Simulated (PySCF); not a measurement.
**C₂H₈OSi₂: electronic excitations and core binding energies**

Aim: predict the electronic excitations and core binding energies of C₂H₈OSi₂ (`O=C([SiH3])C[SiH3]`).

The runs use PySCF 2.14.0, with density-fitted response routines of our own; the level of theory stands in each step. All values are computed, except where a source is named. Atoms count from 0, in the outputs and in this text.

**1. The molecule as given**

13 atoms, charge 0, multiplicity 1; geometry from: GFN2-xTB.

Bonds of the start (Å): O0–C1 1.22, C1–Si2 1.92, C1–C3 1.49, C3–Si4 1.92, Si2–H5 1.46, Si2–H6 1.46, Si2–H7 1.46, C3–H8 1.09, C3–H9 1.09, Si4–H10 1.46, Si4–H11 1.46, Si4–H12 1.46.

**2. Ultraviolet spectrum: CAM-B3LYP/def2-SVPD**

Job settings and geometry (Å):

```
{"job": {"kind": "uv", "xc": "CAM-B3LYP", "basis": "def2-SVPD", "nstates": 8, "ntriplets": 3}, "charge": 0, "multiplicity": 1}
O     -0.071407     1.763364    -1.130732
C     -0.353413     0.657682    -0.711871
Si    -2.090456     0.321325     0.041140
C      0.625771    -0.463186    -0.735021
Si     1.785482    -0.295198     0.779602
H     -1.898522    -0.183636     1.402465
H     -2.717067    -0.723174    -0.772635
H     -2.854469     1.561036     0.017232
H      1.247572    -0.397177    -1.628734
H      0.118862    -1.426396    -0.716224
H      2.747527    -1.396790     0.705577
H      0.987221    -0.410690     2.001691
H      2.468512     0.993327     0.729781
```

Method: TDDFT CAM-B3LYP/def2-SVPD, vertical, gas phase, core orbitals frozen in the response.

On the command line:

```sh
$ OMP_NUM_THREADS=1 python probes_run.py task.json out
```

The driver reads the jobs from task.json and runs them one after another.

What it wrote:

```text
coarse grid: 11472 points
cycle   1  E = -734.6129096036  dE =  3.290e-01  |g| = 7.795e-01  |ddm| = 4.045e+00
cycle   2  E = -734.3397640516  dE =  2.731e-01  |g| = 1.448e+00  |ddm| = 2.065e+00
cycle   3  E = -734.7461493986  dE = -4.064e-01  |g| = 7.018e-02  |ddm| = 1.436e+00
cycle   4  E = -734.7471567137  dE = -1.007e-03  |g| = 4.531e-02  |ddm| = 1.743e-01
cycle   5  E = -734.7476772862  dE = -5.206e-04  |g| = 7.314e-03  |ddm| = 6.850e-02
cycle   6  E = -734.7476959744  dE = -1.869e-05  |g| = 2.242e-03  |ddm| = 1.944e-02
cycle   7  E = -734.7476980245  dE = -2.050e-06  |g| = 5.593e-04  |ddm| = 7.881e-03
final grid: 100456 points
cycle   8  E = -734.8552492466  dE = -1.370e-05  |g| = 2.294e-03  |ddm| = 4.143e-02
cycle   9  E = -734.8552481253  dE =  1.121e-06  |g| = 3.438e-03  |ddm| = 6.369e-03
cycle  10  E = -734.8552504493  dE = -2.324e-06  |g| = 3.804e-04  |ddm| = 2.946e-03
cycle  11  E = -734.8552504773  dE = -2.798e-08  |g| = 1.192e-04  |ddm| = 5.780e-04
cycle  12  E = -734.8552504812  dE = -3.902e-09  |g| = 1.527e-05  |ddm| = 2.382e-04
cycle  13  E = -734.8552504813  dE = -1.148e-10  |g| = 3.993e-06  |ddm| = 4.676e-05
converged SCF energy = -734.8552504813

Static polarisability (au): isotropic 81.484, principal 70.772 79.625 94.056

Singlet excitations
state   eV       nm        f      main configurations
  1   3.5325    351.0   0.00067   H->L 0.95
  2   6.3333    195.8   0.00104   H->L+1 0.78, H->L+2 0.10
  3   6.8031    182.2   0.00298   H->L+4 0.52, H->L+3 0.14, H->L+1 0.08
  4   7.0875    174.9   0.24548   H->L+3 0.55, H->L+2 0.13, H->L+4 0.09
  5   7.2246    171.6   0.05293   H-1->L 0.47, H->L+7 0.19, H->L+5 0.12
  6   7.3177    169.4   0.07649   H->L+7 0.37, H-1->L 0.27, H->L+2 0.17
  7   7.5086    165.1   0.00231   H->L+7 0.36, H->L+2 0.35, H->L+4 0.11
  8   7.6812    161.4   0.00255   H-2->L 0.41, H-6->L 0.31, H-4->L 0.14

Triplet excitations (Tamm-Dancoff, eV): 2.9051 5.3790 6.1195
```

It took 43 s on 1 thread of Arm Neoverse N1, shared host; peak memory 0.76 GiB.

Frontier orbitals and where they lie:

```
orbital      eV                         atoms
 HOMO−3  -11.46  Si4 39 %, H10 29 %, H12 13 %
 HOMO−2  -11.26  Si4 25 %, H12 17 %, Si2 12 %
 HOMO−1  -10.64    C3 29 %, O0 24 %, Si4 19 %
   HOMO   -8.31    O0 52 %, C1 17 %, Si2 12 %
   LUMO   -0.15    C1 33 %, O0 29 %, Si2 10 %
 LUMO+1    0.89    Si2 25 %, Si4 21 %, C3 9 %
 LUMO+2    1.37  Si4 38 %, Si2 12 %, H11 10 %
```

With each of the 8 states as a Gaussian band of 0.4 eV half-width at 1/e, the curve within the window shown has maxima at 173 nm (ε 14,000) L/(mol cm). Beyond the last state computed it falls off for lack of states. The curve at chosen wavelengths:

| nm | ε (L/mol/cm) |
| --- | --- |
| 155 | 407 |
| 166 | 8785 |
| 176 | 13406 |
| 187 | 2989 |
| 198 | 192 |
| 208 | 21 |
| 219 | 2 |
| 230 | 0 |
| 240 | 0 |
| 251 | 0 |
| 262 | 0 |
| 272 | 0 |
| 283 | 0 |
| 294 | 2 |
| 305 | 5 |
| 315 | 10 |
| 326 | 17 |
| 337 | 24 |
| 347 | 27 |
| 358 | 26 |
| 369 | 22 |
| 379 | 18 |
| 390 | 12 |
| 401 | 8 |
| 411 | 5 |
| 422 | 3 |

Ground-state properties from the same run:

```
           property  computed
  dipole moment (D)      2.69
polarisability (Å³)     12.07
 HOMO–LUMO gap (eV)      8.16
      −ε(HOMO) (eV)      8.31
```

**3. X-ray photoelectron lines: SCAN, X2C**

Settings changed since step 2:

```diff
@@ -1,2 +1,2 @@
-{"job": {"kind": "uv", "xc": "CAM-B3LYP", "basis": "def2-SVPD", "nstates": 8, "ntriplets": 3}, "charge": 0, "multiplicity": 1}
+{"job": {"kind": "xps"}, "charge": 0, "multiplicity": 1}
 O     -0.071407     1.763364    -1.130732
```

Level: delta-SCF UKS SCAN, pcX-2 on the ionised atom, pcseg-1 elsewhere, spin-free X2C.

What it wrote:

```text
ground state, core basis on atom 0 (O), 149 functions
  cycle   1  E = -736.16644642  |g| = 8.37e-01
  cycle   2  E = -734.94988039  |g| = 2.40e+00
  cycle   3  E = -736.28740969  |g| = 2.50e-01
  cycle   4  E = -736.29706686  |g| = 1.66e-01
  cycle   5  E = -736.30407756  |g| = 2.49e-02
  cycle   6  E = -736.30426324  |g| = 9.52e-03
  cycle   7  E = -736.30428746  |g| = 3.73e-03
  cycle   8  E = -736.30429314  |g| = 8.05e-04
  cycle   9  E = -736.30429046  |g| = 1.11e-04
  E(ground) = -736.37238322 Eh
hole in O 1s of atom 0
  cycle   1  E = -715.70576087  |g| = 2.22e+00
  cycle   2  E = -714.89480312  |g| = 2.33e+00
  cycle   3  E = -716.38464093  |g| = 5.62e-01
  cycle   4  E = -716.38632056  |g| = 5.36e-01
  cycle   5  E = -716.55172058  |g| = 6.89e-02
  cycle   6  E = -716.55413977  |g| = 2.07e-02
  cycle   7  E = -716.55444568  |g| = 4.56e-03
  cycle   8  E = -716.55445846  |g| = 2.65e-03
  cycle   9  E = -716.55446106  |g| = 1.01e-03
  cycle  10  E = -716.55446110  |g| = 2.72e-04
  E(ion) = -716.62326351 Eh   <S^2> = 0.7664   hole on atom = 1.000   binding energy = 537.401 eV
ground state, core basis on atom 1 (C), 149 functions
  cycle   1  E = -736.28059319  |g| = 8.35e-02
  cycle   2  E = -736.27588802  |g| = 1.65e-01
  cycle   3  E = -736.28113378  |g| = 3.13e-02
  cycle   4  E = -736.28132624  |g| = 5.37e-03
  cycle   5  E = -736.28133356  |g| = 1.05e-03
  cycle   6  E = -736.28133560  |g| = 1.53e-04
  E(ground) = -736.35146911 Eh
hole in C 1s of atom 1
  cycle   1  E = -724.95040195  |g| = 1.51e+00
  cycle   2  E = -722.30142476  |g| = 2.41e+00
  cycle   3  E = -725.17380330  |g| = 7.48e-01
  cycle   4  E = -725.27917013  |g| = 7.54e-01
  cycle   5  E = -725.50019517  |g| = 2.24e-01
  cycle   6  E = -725.52073326  |g| = 6.39e-02
  cycle   7  E = -725.52284415  |g| = 2.06e-02
  cycle   8  E = -725.52315010  |g| = 7.44e-03
  cycle   9  E = -725.52324778  |g| = 5.07e-03
  cycle  10  E = -725.52333754  |g| = 3.43e-03
  cycle  11  E = -725.52339497  |g| = 1.84e-03
  cycle  12  E = -725.52340271  |g| = 8.99e-04
  cycle  13  E = -725.52340349  |g| = 3.27e-04
  E(ion) = -725.59184313 Eh   <S^2> = 0.8240   hole on atom = 1.000   binding energy = 292.784 eV
ground state, core basis on atom 2 (Si), 160 functions
  cycle   1  E = -736.36828076  |g| = 2.86e-01
  cycle   2  E = -736.36810500  |g| = 4.83e-02
  cycle   3  E = -736.36643652  |g| = 1.01e-01
  cycle   4  E = -736.36839914  |g| = 1.78e-02
  cycle   5  E = -736.36845580  |g| = 3.54e-03
  cycle   6  E = -736.36846066  |g| = 2.69e-04
  E(ground) = -736.39694798 Eh
hole in Si 1s of atom 2
  cycle   1  E = -667.44247352  |g| = 4.35e+00
  cycle   2  E = -667.34614339  |g| = 2.24e+00
  cycle   3  E = -667.72641900  |g| = 1.26e+00
  cycle   4  E = -668.30898769  |g| = 6.94e-01
  cycle   5  E = -668.47499084  |g| = 2.44e-01
  cycle   6  E = -668.50124735  |g| = 7.45e-02
  cycle   7  E = -668.50416609  |g| = 2.22e-02
  cycle   8  E = -668.50445391  |g| = 2.86e-03
  cycle   9  E = -668.50445831  |g| = 1.08e-03
  cycle  10  E = -668.50445945  |g| = 4.37e-04
  E(ion) = -668.54055965 Eh   <S^2> = 0.7526   hole on atom = 1.000   binding energy = 1846.466 eV
hole in Si 2p of atom 2
  cycle   1  E = -732.09853667  |g| = 1.23e+00
  cycle   2  E = -731.78858967  |g| = 1.27e+00
  cycle   3  E = -732.18116796  |g| = 7.41e-01
  cycle   4  E = -732.40877642  |g| = 1.85e-01
  cycle   5  E = -732.41891405  |g| = 9.17e-02
  cycle   6  E = -732.42354182  |g| = 2.45e-02
  cycle   7  E = -732.42388229  |g| = 3.88e-03
  cycle   8  E = -732.42389159  |g| = 1.32e-03
  cycle   9  E = -732.42389392  |g| = 4.69e-04
  E(ion) = -732.46425492 Eh   <S^2> = 0.7532   hole on atom = 1.002   binding energy = 107.014 eV
  2p3/2 = 106.803 eV   2p1/2 = 107.425 eV
ground state, core basis on atom 3 (C), 149 functions
  cycle   1  E = -736.27625707  |g| = 6.03e-02
  cycle   2  E = -736.27627067  |g| = 2.35e-02
  cycle   3  E = -736.27633160  |g| = 1.95e-02
  cycle   4  E = -736.27643006  |g| = 4.40e-03
  cycle   5  E = -736.27643519  |g| = 2.40e-03
  cycle   6  E = -736.27643671  |g| = 1.68e-04
  E(ground) = -736.34694861 Eh
hole in C 1s of atom 3
  cycle   1  E = -725.02085555  |g| = 1.51e+00
  cycle   2  E = -723.95280807  |g| = 2.09e+00
  cycle   3  E = -725.39481027  |g| = 7.01e-01
  cycle   4  E = -725.44529332  |g| = 6.15e-01
  cycle   5  E = -725.59900199  |g| = 6.30e-02
  cycle   6  E = -725.60053682  |g| = 9.72e-03
  cycle   7  E = -725.60058900  |g| = 4.48e-03
  cycle   8  E = -725.60060004  |g| = 1.27e-03
  cycle   9  E = -725.60060243  |g| = 6.71e-04
  cycle  10  E = -725.60060333  |g| = 3.07e-04
  E(ion) = -725.66921733 Eh   <S^2> = 0.7680   hole on atom = 1.000   binding energy = 290.556 eV
ground state, core basis on atom 4 (Si), 160 functions
  cycle   1  E = -736.36910764  |g| = 2.87e-01
  cycle   2  E = -736.36916363  |g| = 3.61e-02
  cycle   3  E = -736.36913029  |g| = 2.89e-02
  cycle   4  E = -736.36927177  |g| = 7.41e-03
  cycle   5  E = -736.36928612  |g| = 1.04e-03
  cycle   6  E = -736.36928563  |g| = 5.68e-04
  cycle   7  E = -736.36928592  |g| = 8.39e-05
  E(ground) = -736.39760536 Eh
hole in Si 1s of atom 4
  cycle   1  E = -667.43667725  |g| = 4.35e+00
  cycle   2  E = -666.41549367  |g| = 2.45e+00
  cycle   3  E = -665.49557365  |g| = 2.04e+00
  cycle   4  E = -668.40960493  |g| = 3.89e-01
  cycle   5  E = -668.44546560  |g| = 3.17e-01
  cycle   6  E = -668.48919683  |g| = 1.31e-01
  cycle   7  E = -668.49564759  |g| = 3.40e-02
  cycle   8  E = -668.49617282  |g| = 1.14e-02
  cycle   9  E = -668.49623879  |g| = 3.76e-03
  cycle  10  E = -668.49624635  |g| = 7.68e-04
  cycle  11  E = -668.49624709  |g| = 1.68e-04
  E(ion) = -668.53214350 Eh   <S^2> = 0.7524   hole on atom = 1.000   binding energy = 1846.713 eV
hole in Si 2p of atom 4
  cycle   1  E = -732.09389849  |g| = 1.23e+00
  cycle   2  E = -731.00565477  |g| = 1.59e+00
  cycle   3  E = -731.97317143  |g| = 9.44e-01
  cycle   4  E = -732.39762509  |g| = 1.80e-01
  cycle   5  E = -732.39893475  |g| = 2.02e-01
  cycle   6  E = -732.41728689  |g| = 4.26e-02
  cycle   7  E = -732.41830090  |g| = 8.02e-03
  cycle   8  E = -732.41833741  |g| = 2.02e-03
  cycle   9  E = -732.41834032  |g| = 6.32e-04
  cycle  10  E = -732.41834277  |g| = 2.09e-04
  E(ion) = -732.45784933 Eh   <S^2> = 0.7525   hole on atom = 1.002   binding energy = 107.206 eV
  2p3/2 = 106.989 eV   2p1/2 = 107.612 eV
```

It took 2.2 min on 1 thread of Arm Neoverse N1, shared host; peak memory 0.64 GiB.

The holes in one table. −ε is the ground-state orbital energy:

```
       hole  stands for                            environment  ΔSCF (eV; 2p as the shell's mean)  −ε (eV)   ⟨S²⟩
  O1s on O0          O0                        carbonyl oxygen                             537.40    516.5  0.766
  C1s on C1          C1                        carbonyl carbon                             292.78    276.0  0.824
Si1s on Si2         Si2               silicon bonded to C, 3 H                            1846.47   1793.4  0.753
Si2p on Si2         Si2               silicon bonded to C, 3 H                             107.01     96.3  0.753
  C1s on C3          C3  sp3 CH2 bonded to Si, α to a carbonyl                             290.56    273.9  0.768
Si1s on Si4         Si4               silicon bonded to C, 3 H                            1846.71   1793.6  0.752
Si2p on Si4         Si4               silicon bonded to C, 3 H                             107.20     96.4  0.752
```

With the spin-orbit splitting: Si2 2p3/2 106.80, 2p1/2 107.43 eV; Si4 2p3/2 106.99, 2p1/2 107.61 eV. The table gives each 2p level as the mean over the whole 2p shell (two parts 2p3/2, one part 2p1/2), which differs a little from the single hole in the log.

**4. Results**

| quantity | value |
| --- | --- |
| lowest singlet (CAM-B3LYP/def2-SVPD) | 3.53 eV (351 nm), f = 0.001 |
| brightest single state of those computed | state 4, 7.09 eV, f = 0.245 |
| lowest triplet | 2.91 eV |
| C1s binding energies, SCAN/pcX-2 | C1 292.78, C3 290.56 eV |
| Si1s binding energies, SCAN/pcX-2 | Si4 1846.71, Si2 1846.47 eV |
| Si2p binding energies, SCAN/pcX-2 | Si4 107.20, Si2 107.01 eV |
| O1s binding energies, SCAN/pcX-2 | O0 537.40 eV |

What this shows: The first singlet state (HOMO→LUMO 0.95) lies at 3.53 eV and is dark; of the 8 states computed, the strongest absorption comes from state 4 at 7.09 eV. The lowest triplet lies 0.63 eV below the lowest singlet (triplets in Tamm-Dancoff, singlets in full TDDFT). C1 (carbonyl carbon) binds its C1s electron 2.23 eV more tightly than C3 (sp3 CH2 bonded to Si, α to a carbonyl). The Si1s levels kept as sound span 0.25 eV, from Si2 (silicon bonded to C, 3 H) up to Si4 (silicon bonded to C, 3 H). Si4 (silicon bonded to C, 3 H) binds its Si2p electron 0.19 eV more tightly than Si2 (silicon bonded to C, 3 H).
